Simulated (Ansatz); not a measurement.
**GdOF (R-3m): the equilibrium volume**

At what volume is GdOF (R-3m) free of pressure?

Method: DFT PBEsol, scalar-relativistic, plane waves, PAW, in Ansatz 0.2.0.

2 further runs of the same task are left out: 2 set aside as unsound or not needed. Runs told in other sessions of the task aren't counted.

**1. The structure to begin with**

The structure is trigonal, space group R-3m (No. 166). Conventional cell: a = 3.874 Å, b = 3.874 Å, c = 19.323 Å, α = 90.00°, β = 90.00°, γ = 120.00°. F (site symmetry 3m) is surrounded by 4 Gd at 2.48 Å. Gd (site symmetry 3m) has 4 O at 2.31 Å and 4 F at 2.48 Å in its first shell of neighbours. O (site symmetry 3m) is surrounded by 4 Gd at 2.31 Å.

Coordinates:

```xyz
6
Lattice="1.9368 1.1182 6.4411 -1.9368 1.1182 6.4411 0.0000 -2.2364 6.4411" Properties=species:S:1:pos:R:3 pbc="T T T"
F     0.0000    0.0000    7.1486
F     0.0000    0.0000   12.1746
Gd    0.0000    0.0000    4.6672
Gd    0.0000    0.0000   14.6560
O     0.0000    0.0000    2.3542
O     0.0000    0.0000   16.9690
```

Starting moments: Gd 7.00 μB.

**2. The first run (PBEsol, 6×6×6 mesh)**

Contents of input.yaml:

```yaml
crystal:
  lattice:
    - [1.93678369, 1.11820259, 6.44106177]
    - [-1.93678369, 1.11820259, 6.44106177]
    - [0.0, -2.23640518, 6.44106177]
  atoms:
    - { symbol: F, position: [0.36995057, 0.36995057, 0.36995057] }
    - { symbol: F, position: [0.63004943, 0.63004943, 0.63004943] }
    - { symbol: Gd, position: [0.24153413, 0.24153413, 0.24153413], spin: 7.0 }
    - { symbol: Gd, position: [0.75846587, 0.75846587, 0.75846587], spin: 7.0 }
    - { symbol: O, position: [0.12183246, 0.12183246, 0.12183246] }
    - { symbol: O, position: [0.87816754, 0.87816754, 0.87816754] }
basis:
  ecutwfc: 420
kpoints:
  mp_grid: { grid: [6, 6, 6] }
hamiltonian:
  xc: pbesol
scf:
  occupations: { method: gaussian, width: 0.1 }
  lower_state_search: "off"
output:
  forces: true
  stress: true
  eigenvalues: true
  populations: true
  hubbard: { sites: [{ species: Gd, l: f }] }
magnetization:
  spin_polarized: true
```

Run with:

```
$ ansatz run input.yaml --threads 8 --pin off --max-ram 14336MiB --backend cpu --events-out ev --progress --plain --runs-dir out
```

What it wrote:

```text
Warning: RAYON_NUM_THREADS=8 ignored (pool sized by the plan → 8); use --threads N
basis.fft_grid_basis auto: the FFT boxes are laid along the combinations [[1, 0, -1], [0, 1, -1], [0, 0, 1]] of the cell's own vectors, 3.874, 3.874 and 6.818 Å long. The dense box has 27×27×48 points. Along the cell's own vectors, as sized, it would have 48×48×48, 3.16 times as many. Of the 12 symmetry operations that the crystal satisfies within crystal.symmetry.tolerance (time reversal apart; of a slab, those that keep its plane) the dense box along the cell's own vectors carries 12, and the one as laid loses 8 of those. basis.fft_grid_basis: typed keeps the cell's own vectors: state it where this run's energies or levels are differenced outside the engine with another run's, or held beside a run that keeps those vectors.
Gd: projections on atomic orbitals take those of the free atom [Kr 4d10] 4f7 5s2 5p6 5d1 6s2, of charge +0.00 (hamiltonian.pseudopotentials.projection_atoms); the dataset's partial waves leave at most 2.5e-4 of an orbital's norm unspanned inside its sphere
Engine: ansatz 0.2.0, aarch64-unknown-linux-gnu
Pseudopotentials: kind: paw
Pseudopotential: F, paw, valence charge 7, recommended cutoff 420 eV (normal), F.paw.azcp
Pseudopotential: Gd, paw, valence charge 18, recommended cutoff 420 eV (normal), Gd.paw.azcp
Pseudopotential: O, paw, valence charge 6, recommended cutoff 420 eV (normal), O.paw.azcp
Functional definition: PBEsol
  exchange = pbesol_x
  correlation = pbesol_c
Crystal: 6 atoms, lattice volume = 83.697 Å³
Basis set: ecut = 420 eV, 1665 PW (Γ), FFT grids on a1−a3, a2−a3, a3, exchange–correlation on 54×54×96 points (8 copies of the dense FFT grid, shifted against one another)
Bands: 46, of which v1, the nominal top of the filled ones, is band 31 counted from 1 (30 counted from 0)
Symmetry: 12 space group operations
Space group: R-3m (ITA 166), of the structure as read, at distance tolerance 4.4e-5 Å
Magnetic group: BNS 166.97 (UNI 1327), of the structure as read, at distance tolerance 4.4e-5 Å
k-points: 32 of 216
Non-local potential: F, projectors of the file, l = 0: 2, l = 1: 2, l = 2: 1
Non-local potential: Gd, projectors of the file, l = 0: 3, l = 1: 2, l = 2: 2, l = 3: 3
Non-local potential: O, projectors of the file, l = 0: 2, l = 1: 2, l = 2: 1
PAW form: soft (Blöchl's): semilocal exchange-correlation on the pseudo side does not see the compensation charge
PAW frozen core: F, regenerated for the run's functional, and the local potential with it (the file was generated under x = pbe(κ = 0.804, μ = 0.2195149727645171), c = pbe(β = 0.06672455060314922))
PAW frozen core: Gd, regenerated for the run's functional, and the local potential with it (the file was generated under x = pbe(κ = 0.804, μ = 0.2195149727645171), c = pbe(β = 0.06672455060314922))
PAW frozen core: O, regenerated for the run's functional, and the local potential with it (the file was generated under x = pbe(κ = 0.804, μ = 0.2195149727645171), c = pbe(β = 0.06672455060314922))
PAW one-centre angular grid: F, 110 points (default); XC on 64 Gauss nodes
PAW one-centre angular grid: Gd, 590 points (default); XC on 64 Gauss nodes
PAW one-centre angular grid: O, 110 points (default); XC on 64 Gauss nodes
Initial density: superposition of atomic densities (chi_scale 0.1, normalization cell, long waves kept (reshape's long-wave potential 0.39 eV rms))
Starting moments: Σ|m| = 14 μB on 2 of 6 sites
Initial wavefunctions: pseudopotential atomic-orbital guess
Functional: x = pbesol(κ = 0.804, μ = 0.12345679012345678), c = pbesol(β = 0.046)
SCF iter   1: F=—  HF=-21243.147202 eV  |F-HF|=—  |Δ(HF+E_count)|=         —  Δρ=7.06e-1 (↑4.17e-1 ↓7.06e-1)  dr2=1.30e3  dr2_m=3.47e1  M=2.000 μB ∫|m|=2.245 μB  β_m=0.03  ethr=3.10e-3  ⟨swp⟩=5.0  Hψ=10043  notcnv=0
Mixer restart at iter 1: flushing history
preconditioner: auto → Kerker (q_TF=auto, 2.595 Å⁻¹)  [metal: Δε(μ)=0.005 eV  Ē_g=13.299 eV  σ=0.100 eV  W_gap=0.03  n_scr=28 (ndim 8)  ℏωp=30.9 eV  f_vac=0.003  D(μ)=16.37/eV (n_scr^D=324)]
spin=Collinear: Kerker preconditioning applied to the charge; magnetization (m = ρ↑ − ρ↓) channel mixes plain (no charge-response kernel on spin).
SCF iter   2: F=—  HF=-21211.081960 eV  |F-HF|=—  |Δ(HF+E_count)|=    3.21e1  Δρ=5.99e-1 (↑3.87e-1 ↓5.99e-1)  dr2=1.04e3  dr2_m=2.20e1  M=3.013 μB ∫|m|=3.518 μB  β_m=0.03  ethr=3.10e-3  ⟨swp⟩=3.0  Hψ=5995  notcnv=0  defer=487
Mixer restart at iter 2: flushing history
SCF iter   3: F=—  HF=-21193.473007 eV  |F-HF|=—  |Δ(HF+E_count)|=    1.76e1  Δρ=2.30e-1 (↑2.30e-1 ↓2.19e-1)  dr2=7.54e1  dr2_m=2.88e1  M=13.484 μB ∫|m|=13.537 μB  β_m=1.00  ethr=3.10e-3  ⟨swp⟩=3.2  Hψ=5982  notcnv=0  defer=491
SCF iter   4: F=—  HF=-21193.628449 eV  |F-HF|=—  |Δ(HF+E_count)|=   1.55e-1  Δρ=4.66e-1 (↑2.19e-1 ↓4.66e-1)  dr2=4.83e2  dr2_m=2.06e1  M=7.581 μB ∫|m|=7.599 μB  β_m=0.05  ethr=3.10e-3  ⟨swp⟩=4.5  Hψ=7951  notcnv=0  defer=296
Mixer restart at iter 4: flushing history
SCF iter   5: F=—  HF=-21186.073281 eV  |F-HF|=—  |Δ(HF+E_count)|=    7.56e0  Δρ=9.21e-2 (↑9.21e-2 ↓9.10e-2)  dr2=1.08e1  dr2_m=5.79e0  M=14.000 μB ∫|m|=14.000 μB  β_m=0.23  ethr=3.10e-3  ⟨swp⟩=3.5  Hψ=6271  notcnv=0  defer=393
Mixer restart at iter 5: flushing history
SCF iter   6: F=—  HF=-21185.871528 eV  |F-HF|=—  |Δ(HF+E_count)|=   2.02e-1  Δρ=7.52e-2 (↑7.39e-2 ↓7.52e-2)  dr2=9.62e0  dr2_m=3.70e0  M=14.000 μB ∫|m|=14.000 μB  β_m=0.34  ethr=3.10e-3  ⟨swp⟩=1.7  Hψ=3626  notcnv=0  defer=334
Mixer restart at iter 6: flushing history
SCF iter   7: F=—  HF=-21185.959705 eV  |F-HF|=—  |Δ(HF+E_count)|=   8.82e-2  Δρ=5.63e-2 (↑5.39e-2 ↓5.63e-2)  dr2=8.40e0  dr2_m=1.83e0  M=14.000 μB ∫|m|=14.000 μB  β_m=0.51  ethr=3.10e-3  ⟨swp⟩=1.0  Hψ=2608  notcnv=0  defer=334
Mixer restart at iter 7: flushing history
SCF iter   8: F=—  HF=-21186.651906 eV  |F-HF|=—  |Δ(HF+E_count)|=   6.92e-1  Δρ=3.64e-2 (↑3.45e-2 ↓3.64e-2)  dr2=7.04e0  dr2_m=5.56e-1  M=14.000 μB ∫|m|=14.000 μB  β_m=0.82  ethr=3.10e-3  ⟨swp⟩=1.9  Hψ=3402  notcnv=0  defer=334
Mixer restart at iter 8: flushing history
SCF iter   9: F=—  HF=-21188.257842 eV  |F-HF|=—  |Δ(HF+E_count)|=    1.61e0  Δρ=2.19e-2 (↑2.19e-2 ↓2.12e-2)  dr2=5.47e0  dr2_m=5.10e-2  M=14.000 μB ∫|m|=14.000 μB  β_m=0.30  ethr=3.10e-3  ⟨swp⟩=2.0  Hψ=3777  notcnv=0  defer=333
Mixer restart at iter 9: flushing history
spin-set hold released at iteration 9 (site moments contracting): the magnetisation degrees of freedom join the quasi-Newton model from the next iteration; the mixer history was flushed
SCF iter  10: F=—  HF=-21190.118839 eV  |F-HF|=—  |Δ(HF+E_count)|=    1.86e0  Δρ=1.79e-2 (↑1.79e-2 ↓1.79e-2)  dr2=4.22e0  dr2_m=2.90e-2  M=14.000 μB ∫|m|=14.000 μB  β_m=0.65  ethr=3.10e-3  ⟨swp⟩=2.0  Hψ=3278  notcnv=0  defer=333
SCF iter  11: F=—  HF=-21191.317528 eV  |F-HF|=—  |Δ(HF+E_count)|=    1.20e0  Δρ=8.77e-3 (↑8.77e-3 ↓7.63e-3)  dr2=1.22e0  dr2_m=2.59e-3  M=14.000 μB ∫|m|=14.000 μB  β_m=0.82  ethr=3.10e-3  ⟨swp⟩=3.5  Hψ=5849  notcnv=0  defer=327
SCF iter  12: F=—  HF=-21191.091840 eV  |F-HF|=—  |Δ(HF+E_count)|=   2.26e-1  Δρ=6.99e-3 (↑6.99e-3 ↓6.61e-3)  dr2=4.31e-1  dr2_m=1.05e-3  M=14.000 μB ∫|m|=14.000 μB  β_m=0.79  ethr=1.97e-3  ⟨swp⟩=3.4  Hψ=4695  notcnv=0  defer=319
SCF iter  13: F=—  HF=-21190.959719 eV  |F-HF|=—  |Δ(HF+E_count)|=   1.32e-1  Δρ=3.24e-3 (↑3.18e-3 ↓3.24e-3)  dr2=7.78e-2  dr2_m=1.30e-4  M=14.000 μB ∫|m|=14.000 μB  β_m=0.77  ethr=6.95e-4  ⟨swp⟩=3.2  Hψ=5515  notcnv=0  defer=321
SCF iter  14: F=—  HF=-21190.941855 eV  |F-HF|=—  |Δ(HF+E_count)|=   1.79e-2  Δρ=1.96e-3 (↑1.96e-3 ↓1.94e-3)  dr2=2.03e-2  dr2_m=1.08e-4  M=14.000 μB ∫|m|=14.000 μB  β_m=0.88  ethr=1.25e-4  ⟨swp⟩=2.9  Hψ=5591  notcnv=0  defer=321
SCF iter  15: F=—  HF=-21190.944991 eV  |F-HF|=—  |Δ(HF+E_count)|=   3.14e-3  Δρ=1.64e-3 (↑1.60e-3 ↓1.64e-3)  dr2=8.38e-3  dr2_m=5.40e-6  M=14.000 μB ∫|m|=14.000 μB  β_m=0.80  ethr=3.27e-5  ⟨swp⟩=2.1  Hψ=4593  notcnv=0  defer=321
SCF iter  16: F=—  HF=-21190.946161 eV  |F-HF|=—  |Δ(HF+E_count)|=   1.17e-3  Δρ=4.41e-4 (↑4.41e-4 ↓4.32e-4)  dr2=1.28e-3  dr2_m=1.12e-6  M=14.000 μB ∫|m|=14.000 μB  β_m=0.90  ethr=1.35e-5  ⟨swp⟩=2.0  Hψ=4653  notcnv=0  defer=321
SCF iter  17: F=—  HF=-21190.947691 eV  |F-HF|=—  |Δ(HF+E_count)|=   1.53e-3  Δρ=2.87e-4 (↑2.87e-4 ↓2.51e-4)  dr2=2.54e-4  dr2_m=1.72e-6  M=14.000 μB ∫|m|=14.000 μB  β_m=0.81  ethr=2.06e-6  ⟨swp⟩=2.0  Hψ=4608  notcnv=0  defer=321
SCF iter  18: F=—  HF=-21190.947719 eV  |F-HF|=—  |Δ(HF+E_count)|=   2.78e-5  Δρ=1.07e-4 (↑1.06e-4 ↓1.07e-4)  dr2=3.33e-5  dr2_m=1.93e-7  M=14.000 μB ∫|m|=14.000 μB  β_m=0.79  ethr=4.10e-7  ⟨swp⟩=2.0  Hψ=4607  notcnv=0  defer=321
SCF iter  19: F=—  HF=-21190.947751 eV  |F-HF|=—  |Δ(HF+E_count)|=   3.20e-5  Δρ=3.77e-5 (↑3.77e-5 ↓3.45e-5)  dr2=4.66e-6  dr2_m=1.35e-7  M=14.000 μB ∫|m|=14.000 μB  β_m=0.90  ethr=5.36e-8  ⟨swp⟩=2.0  Hψ=4529  notcnv=0  defer=321
SCF iter  20: F=—  HF=-21190.947759 eV  |F-HF|=—  |Δ(HF+E_count)|=   8.21e-6  Δρ=1.23e-5 (↑1.23e-5 ↓1.17e-5)  dr2=6.25e-7  dr2_m=3.32e-9  M=14.000 μB ∫|m|=14.000 μB  β_m=0.95  ethr=7.51e-9  ⟨swp⟩=2.0  Hψ=4607  notcnv=0  defer=321
SCF iter  21: F=—  HF=-21190.947760 eV  |F-HF|=—  |Δ(HF+E_count)|=   1.56e-6  Δρ=5.33e-6 (↑5.18e-6 ↓5.33e-6)  dr2=1.68e-7  dr2_m=1.03e-10  M=14.000 μB ∫|m|=14.000 μB  β_m=0.97  ethr=1.01e-9  ⟨swp⟩=2.2  Hψ=4653  notcnv=0  defer=321
SCF iter  22: F=-21190.947761 eV  HF=-21190.947761 eV  |F-HF|=6.47e-9  |Δ(HF+E_count)|=   1.99e-7  Δρ=2.41e-6 (↑2.41e-6 ↓2.24e-6)  dr2=2.10e-8  dr2_m=1.03e-10  M=14.000 μB ∫|m|=14.000 μB  ethr=1.61e-10  ⟨swp⟩=13.1  Hψ=16056  notcnv=0
SCF 1 converged in 22 iterations: F = -21190.947761 eV  dr2 = 2.10e-8
SCF converged after 22 iterations
Magnetization: 14.0000 μB (38.0000 up, 24.0000 down)
Absolute magnetization: 14.0001 μB (∫|ρ↑−ρ↓|, with the PAW one-centre terms)
Spin contamination: 0.0124 ħ² per cell (⟨S²⟩ above its minimum at these occupations)
Per-site moments (μB) at R_I (Å): [(0.011556626862277942, 1.022008636978188), (0.011556626862278301, 1.0220086369781882), (6.806607748619739, 0.9530714541811374), (6.806607748619735, 0.9530714541811377), (0.012580643623437722, 0.9530714541811377), (0.012580643623437335, 0.9530714541811374)]
Free energy (F): -21190.947761 eV
Harris-Foulkes:  -21190.947761 eV  (|F-HF|=6.47e-9)
Internal energy: -21190.947761 eV  (E = F + TS)
E sigma→0 (E₀):  -21190.947761 eV
Fermi energy:    11.446576 eV
--- Per-component energies (eV) ---
  E_band       = -13.024185
  E_kinetic    = 1569.494287
  E_local      = -5534.064393  (includes V_loc(G=0)·N_el)
  E_nonlocal   = 828.570995
  E_hartree    = 2218.077241
  E_xc         = -769.124847
  E_vxc        = -898.383943  (∫ρ·V_xc dr)
  E_paw        = -13386.122978  (= ΣΔE_a)
  E_vpaw       = -414.803700  (= ΣTr[D̂ρ^β])
  E_aug_tail   = 0.008907  (compensation charges beyond the density's cutoff)
  E_ewald      = -6119.264776
  E_core_change = 1.477803  (= ΣΔE_core)
  E_smearing   = -0.000000  (= −TS)
  E_closure    = 0.000000  (closes the sum)
  Σ components = -21190.947761   (vs F -21190.947761, Δ=0.00e0)
--- Forces (eV/Å), atoms counted from 1 ---
  atom   1  F      0.00000000    -0.00000000     0.03855175
  atom   2  F      0.00000000     0.00000000    -0.03855175
  atom   3  Gd     0.00000000    -0.00000000    -0.22089429
  atom   4  Gd     0.00000000     0.00000000     0.22089429
  atom   5  O      0.00000000     0.00000000     0.06778915
  atom   6  O      0.00000000    -0.00000000    -0.06778915
  max |Σ_I F_I| component: 5.55e-17 eV/Å
--- Stress (GPa, compression-positive) ---
       -4.041725       0.000000       0.000000
        0.000000      -4.041725      -0.000000
        0.000000      -0.000000      -3.897180
  P = ⅓ Tr σ = -3.9935 GPa (-39.935 kbar)
--- Band table (eV; the first three rows and the last of 64) ---
  k-point 0 ↑: bands = ["-32.4684", "-32.4248", "-12.8062", "-11.9171", "-10.0973", "-9.8370", "-9.8370", "-9.7431", "-9.7431", "-9.7376", "-5.6304", "-5.3348", "5.1202", "5.2736", "5.2736", "6.0677", "6.0677", "6.1936", "7.4746", "7.5118", "7.5118", "7.6108", "7.6108", "7.7534", "8.0773", "8.1034", "8.1034", "8.1377", "8.1415", "8.1516", "8.1516", "8.2559", "8.7125", "8.7551", "8.7551", "9.1309", "9.1309", "9.7902", "14.6433", "15.5877", "15.5877", "16.2262", "16.2262", "17.0786", "17.2443", "19.3773"]
  k-point 1 ↑: bands = ["-32.4594", "-32.4214", "-12.7762", "-12.0394", "-10.4076", "-9.9326", "-9.8626", "-9.7704", "-9.7550", "-9.5010", "-5.4498", "-5.2363", "5.1579", "5.3306", "5.4207", "6.0321", "6.1824", "6.2358", "7.3986", "7.5199", "7.5311", "7.5936", "7.6656", "7.8577", "8.0814", "8.1034", "8.1177", "8.1235", "8.1442", "8.1642", "8.1778", "8.2588", "8.5906", "8.6659", "8.7980", "9.0766", "9.2111", "9.6766", "15.4361", "15.4474", "15.6810", "15.7927", "16.4415", "17.2991", "18.0562", "19.1432"]
  k-point 2 ↑: bands = ["-32.4397", "-32.4164", "-12.7123", "-12.2902", "-10.6353", "-10.2246", "-9.9131", "-9.8245", "-9.7097", "-9.3808", "-5.1052", "-5.0151", "5.2081", "5.4177", "5.4393", "6.1508", "6.2550", "6.5537", "7.1583", "7.5465", "7.5948", "7.6876", "7.7481", "7.9359", "8.0876", "8.0908", "8.1070", "8.1378", "8.1410", "8.1500", "8.1969", "8.2182", "8.4249", "8.5770", "8.9077", "9.2378", "9.4381", "9.5913", "15.0947", "15.7568", "15.9507", "16.6056", "16.8026", "17.6132", "18.0464", "18.4050"]
  k-point 31 ↓: bands = ["-29.4496", "-29.4116", "-12.6062", "-11.8875", "-8.7754", "-7.6389", "-7.6389", "-7.5628", "-7.5628", "-7.2567", "-5.5947", "-4.8972", "5.5001", "5.5001", "5.5005", "6.0512", "6.0512", "6.4184", "7.8125", "8.2633", "8.2633", "8.4751", "8.4751", "8.9429", "13.2088", "13.2935", "13.2935", "13.3616", "13.3616", "13.3780", "13.3838", "13.4014", "13.4230", "13.4230", "13.4314", "13.4346", "13.4346", "13.5763", "15.9775", "16.4420", "16.4420", "16.8554", "17.2169", "17.2169", "19.3104", "19.7948"]
--- Löwdin populations: 6 sites ---
  site symbol       q [e]    m [muB]
     0      F      7.4257     0.0166
     1      F      7.4257     0.0166
     2     Gd     16.9178     6.9520
     3     Gd     16.9178     6.9520
     4      O      6.5961     0.0286
     5      O      6.5961     0.0286
  spilling = 0.001947 (of n_electrons = 62.000000)
--- Occupation matrices: 2 shells (Löwdin-built; ε = 2.00e-2, provisional) ---
  Gd2 f_4F: site group C3v (3m)
  Gd2 f_4F up     Tr n = 6.9963  λ = 0.999 0.999 0.999 0.999 1.000 1.000 1.000  [7× z3 0.14 E(0.57)]
  Gd2 f_4F dn     Tr n = 0.1271  λ = 0.012 0.012 0.013 0.015 0.015 0.017 0.042  [6× xz2 0.17 E(0.67) | z3 0.61 A1(1.00)]
  Gd3 f_4F: site group C3v (3m)
  Gd3 f_4F up     Tr n = 6.9963  λ = 0.999 0.999 0.999 0.999 1.000 1.000 1.000  [7× z3 0.14 E(0.57)]
  Gd3 f_4F dn     Tr n = 0.1271  λ = 0.012 0.012 0.013 0.015 0.015 0.017 0.042  [6× xz2 0.17 E(0.67) | z3 0.61 A1(1.00)]
  Tr n, λ and their labels are of the run-group-symmetrised matrices; stabiliser: 12 of 24 elements of G0×{1,Θ} (closed), max defect 6.3e-15 at τ = 4.2e-3
```

Run time: 4 s. Hardware: 8 threads of Arm Neoverse V2, shared host; peak memory 0.61 GiB.

In short: volume 13.950 Å³/atom, pressure -3.99 GPa, mesh gap 3.31 eV, spin moments in the atoms' spheres Gd 6.81 μB.

(Part 1 of 2 ends here.)
